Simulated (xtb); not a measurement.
# TaF5 (tantalum pentafluoride): GFN2-xTB

We compute a structure relaxation of TaF5 (tantalum pentafluoride). 

The results are computed with xtb 6.7.1.

1 further run of the same task is left out (set aside as unsound or not needed).

### 1 The structure to begin with

TaF5: 6 atoms, total charge 0, spin state singlet. SMILES: `[F][Ta]([F])([F])([F])[F]`. All atoms were displaced at random from a relaxed shape. The run starts from this shape.

Bond lengths: F1–Ta2 1.944 Å, Ta2–F3 1.860 Å, Ta2–F4 1.906 Å, Ta2–F5 1.753 Å, Ta2–F6 1.698 Å. Angles: F1–Ta2–F3 84.9°, F1–Ta2–F4 88.7°, F1–Ta2–F5 169.2°, F1–Ta2–F6 93.5°, F3–Ta2–F4 117.2°, F3–Ta2–F5 85.1°, F3–Ta2–F6 118.7°, F4–Ta2–F5 92.1°, F4–Ta2–F6 124.0°, F5–Ta2–F6 95.1°.

### 2 A structure relaxation at GFN2-xTB

The input, detailed.inp:

```
$opt
   hessian=lindh-d2
$end
```

The input, coord:

```
$coord
     -1.949460367425     -2.466621715952      1.617000850320  f
     -0.110152135804      0.259572780479     -0.020087788705  ta
      2.759208011827     -1.367972741617      1.192908513431  f
     -1.424872395229     -0.862754462198     -3.178972875890  f
      2.025805302860      2.314196406739     -1.501689762195  f
     -1.476745377350      2.529285034244      1.789608434543  f
$end
```

The run is started by

```bash
$ xtb coord --gfn 2 --input detailed.inp -o normal --chrg 0 > out.txt 2> xtb.err
```

Q: Predict the results. Wanted: total energy at the end; dipole moment; HOMO energy; LUMO energy; HOMO–LUMO gap; dispersion energy; mean polarisability.

Computed results:

Level: GFN2-xTB.

| quantity | value |
| --- | --- |
| total energy at the end | -25.95761 Eh |
| dipole moment | 0.01 D |
| HOMO energy | -14.86 eV |
| LUMO energy | -8.38 eV |
| HOMO–LUMO gap | 6.48 eV |
| dispersion energy | -7.58 kJ/mol |
| mean polarisability (D4 model) | 43.5 bohr³ |

**Reading.** At the final geometry: Bond lengths: F1–Ta2 1.796 Å, Ta2–F3 1.818 Å, Ta2–F4 1.819 Å, Ta2–F5 1.796 Å, Ta2–F6 1.819 Å. Angles: F1–Ta2–F3 89.9°, F1–Ta2–F4 90.0°, F1–Ta2–F5 179.9°, F1–Ta2–F6 90.0°, F3–Ta2–F4 120.0°, F3–Ta2–F5 90.0°, F3–Ta2–F6 120.1°, F4–Ta2–F5 90.0°, F4–Ta2–F6 119.9°, F5–Ta2–F6 90.1°. The optimisation took 8 steps and changed the energy by -0.348 eV.
